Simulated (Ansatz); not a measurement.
# Ti2H3: one candidate structure

Aim: relax Ti2H3 from this start, structure listed in a database for this formula (P4_2/mcm, No. 132), and see where it ends.

Program: Ansatz 0.2.0. Level of theory: DFT r2SCAN, scalar-relativistic, plane waves, PAW. These are calculated values, not measurements.

1 further run of the same task is left out (it didn't finish).

## Step 1: The structure to begin with

The structure is tetragonal, space group P4_2/mcm (No. 132). Conventional cell: a = 4.343 Å, b = 4.343 Å, c = 4.386 Å, α = 90.00°, β = 90.00°, γ = 90.00°. Ti (site symmetry m2m) has 6 H at 1.89 to 1.95 Å as nearest neighbours. Around H (site symmetry 222) lie 4 Ti at 1.89 Å. H (site symmetry -42m) is surrounded by 4 Ti at 1.95 Å.

As a file:

```
Ti H
1.0
     4.34285    0.00000    0.00000
     0.00000    4.34285    0.00000
     0.00000    0.00000    4.38589
Ti H
4 6
Direct
  0.73810 0.26190 0.00000
  0.26190 0.73810 0.00000
  0.26190 0.26190 0.50000
  0.73810 0.73810 0.50000
  0.50000 0.00000 0.75000
  0.50000 0.00000 0.25000
  0.00000 0.50000 0.75000
  0.00000 0.50000 0.25000
  0.00000 0.00000 0.75000
  0.00000 0.00000 0.25000
```

## Step 2: Quick check of gap, pressure and forces

input.yaml

```yaml
crystal:
  lattice:
    - [4.34284846, 0.0, 0.0]
    - [0.0, 4.34284846, 0.0]
    - [0.0, 0.0, 4.38589189]
  atoms:
    - { symbol: Ti, position: [0.73810116, 0.26189884, 0.0] }
    - { symbol: Ti, position: [0.26189884, 0.73810116, 0.0] }
    - { symbol: Ti, position: [0.26189884, 0.26189884, 0.5] }
    - { symbol: Ti, position: [0.73810116, 0.73810116, 0.5] }
    - { symbol: H, position: [0.5, 0.0, 0.75] }
    - { symbol: H, position: [0.5, 0.0, 0.25] }
    - { symbol: H, position: [0.0, 0.5, 0.75] }
    - { symbol: H, position: [0.0, 0.5, 0.25] }
    - { symbol: H, position: [0.0, 0.0, 0.75] }
    - { symbol: H, position: [0.0, 0.0, 0.25] }
basis:
  ecutwfc: 500
kpoints:
  mp_grid: { grid: [4, 4, 4] }
hamiltonian:
  xc: r2scan
scf:
  occupations: { method: gaussian, width: 0.1 }
  lower_state_search: "off"
output:
  forces: true
  stress: true
  eigenvalues: true
```

The run is started by

```sh
$ ansatz run input.yaml --threads 1 --pin off --max-ram 2560MiB --backend cpu --events-out ev --progress --plain --runs-dir out
```

The log of the run, cut to the lines that bear on the results:

```text
[...]
SCF converged after 7 iterations
Free energy (F): -10118.059493 eV
[...]
E sigma→0 (E₀):  -10118.046073 eV
Entropy (-TS):   -0.026840 eV (-2.684 meV/atom)
Fermi energy:    12.058697 eV
[...]
--- Forces (eV/Å), atoms counted from 1 ---
  atom   1  Ti     0.01112102    -0.01112102     0.00000000
  atom   2  Ti    -0.01112102     0.01112102     0.00000000
  atom   3  Ti    -0.01112102    -0.01112102     0.00000000
  atom   4  Ti     0.01112102     0.01112102     0.00000000
  atom   5  H      0.00000000     0.00000000    -0.00000000
  atom   6  H      0.00000000     0.00000000     0.00000000
  atom   7  H      0.00000000     0.00000000    -0.00000000
  atom   8  H      0.00000000     0.00000000     0.00000000
[...]
--- Stress (GPa, compression-positive) ---
       -0.076503       0.000000       0.000000
        0.000000      -0.076503       0.000000
        0.000000       0.000000      -0.338952
  P = ⅓ Tr σ = -0.1640 GPa (-1.640 kbar)
--- Band table (eV; the first three rows and the last of 18) ---
[...]
```

It took 6.9 s on 1 thread of Arm Neoverse V2, shared host; peak memory 0.48 GiB.

Read-out: pressure -0.2 GPa, largest force 0.02 eV/Å, gap on this mesh none (metal). By this gap the next run takes a mesh of 10×10×10.

## Step 3: The relaxation

input.yaml: that of step 2 with these lines changed.

```diff
@@ -19,3 +19,3 @@
 kpoints:
-  mp_grid: { grid: [4, 4, 4] }
+  mp_grid: { grid: [10, 10, 10] }
 hamiltonian:
@@ -24,3 +24,2 @@
   occupations: { method: gaussian, width: 0.1 }
-  lower_state_search: "off"
 output:
@@ -29 +28,6 @@
   eigenvalues: true
+relax:
+  adjacent_minimum: "off"
+  f_tol: 0.01
+  max_steps: 80
+  cell: { stress_tol: 0.05 }
```

The run is started by

```sh
$ ansatz run input.yaml --threads 1 --pin off --max-ram 2560MiB --backend cpu --events-out ev --progress --plain --runs-dir out
```

The log of the run, cut to the lines that bear on the results:

```text
Warning: RAYON_NUM_THREADS=1 ignored (pool sized by the plan → 1); use --threads N
[...]
Pseudopotentials: kind: paw
Pseudopotential: Ti, paw, valence charge 12, recommended cutoff 500 eV (meta_gga), Ti.paw.azcp
Pseudopotential: H, paw, valence charge 1, recommended cutoff 500 eV (meta_gga), H.paw.azcp
Functional definition: r2SCAN
[...]
Crystal: 10 atoms, lattice volume = 82.719 Å³
Basis set: ecut = 500 eV, 2103 PW (Γ), exchange–correlation on 128×128×128 points (64 copies of the dense FFT grid, shifted against one another)
Bands: 37, of which v1, the nominal top of the filled ones, is band 27 counted from 1 (26 counted from 0)
Symmetry: 16 space group operations
Space group: P42/mcm (ITA 132), of the structure as read, at distance tolerance 4.4e-5 Å
k-points: 126 of 1000
[...]
  F+E_penalty+E_count = -10118.12234045 eV   max|allowed force component| = 2.297e-4 eV/Å   (the final SCF, on the basis selected at the relaxed cell)
  cell:  # Å, volume = 82.5076 Å³
    - [4.3447872806642645, 3.599266536730729e-35, 0.0]
    - [3.599266536730729e-35, 4.3447872806642645, 0.0]
    - [0.0, 0.0, 4.370760407765855]
  atoms:
    - { symbol: Ti, position: [0.7385373657112552, 0.26146263428874483, 0.0] }
    - { symbol: Ti, position: [0.26146263428874483, 0.7385373657112552, 0.0] }
    - { symbol: Ti, position: [0.26146263428874483, 0.26146263428874483, 0.5] }
    - { symbol: Ti, position: [0.7385373657112552, 0.7385373657112552, 0.5] }
    - { symbol: H, position: [0.5, -9.986092606929272e-21, 0.75] }
    - { symbol: H, position: [0.5, -9.986092606929272e-21, 0.25] }
    - { symbol: H, position: [6.990264824850501e-20, 0.5, 0.75] }
    - { symbol: H, position: [6.990264824850501e-20, 0.5, 0.25] }
    - { symbol: H, position: [6.990264824850467e-20, -9.986092606929239e-21, 0.75] }
    - { symbol: H, position: [6.990264824850478e-20, -9.98609260692928e-21, 0.25] }
```

Run time: 2.5 min. Hardware: 1 thread of Arm Neoverse V2, shared host; peak memory 0.72 GiB.

The steps of the relaxation:

| step | E - E(step 1) (eV/cell) | largest force component (eV/Å) | pressure (GPa) | volume (Å³) |
| --- | --- | --- | --- | --- |
| 1 | 0.0000 | 0.0363 | -0.37 | 82.72 |
| 2 | -0.0005 | 0.0372 | 0.14 | 82.45 |
| 3 | -0.0009 | 0.0002 | 0.02 | 82.51 |
| 4 | -0.0008 | 0.0002 | 0.02 | 82.51 |

Step 1 is the start. Step 4 repeats the geometry before it on a plane-wave basis chosen anew for that cell, so its energy need not be comparable with the rows above.

|  | before | after | change |
| --- | --- | --- | --- |
| a (Å) | 4.343 | 4.345 | 0.0 % |
| b (Å) | 4.343 | 4.345 | 0.0 % |
| c (Å) | 4.386 | 4.371 | -0.3 % |
| volume (Å³/atom) | 8.27 | 8.25 | -0.3 % |
| shortest distance (Å) | 1.888 | 1.886 | -0.1 % |
| space group (0.01 Å) | P4_2/mcm | P4_2/mcm | same |

The run keeps the 16 symmetry operations of the start, so it could not have lowered the symmetry.

## Step 4: Results

Formation energies count from the elements, computed with the same settings in runs not shown here.

```
                          quantity                                                                      value
                              cell  a = 4.345 Å, b = 4.345 Å, c = 4.371 Å, α = 90.00°, β = 90.00°, γ = 90.00°
                       space group                                                         P4_2/mcm (No. 132)
                            volume                                                               8.25 Å³/atom
                   gap on the mesh                                                               none (metal)
formation energy from the elements                                                             -0.496 eV/atom
```

What this shows: The space group stayed P4_2/mcm, and from the first guess the volume went from 8.27 to 8.25 Å³/atom. With -0.50 eV/atom it lies under the elements, which doesn't yet make it stable against other compounds of them.
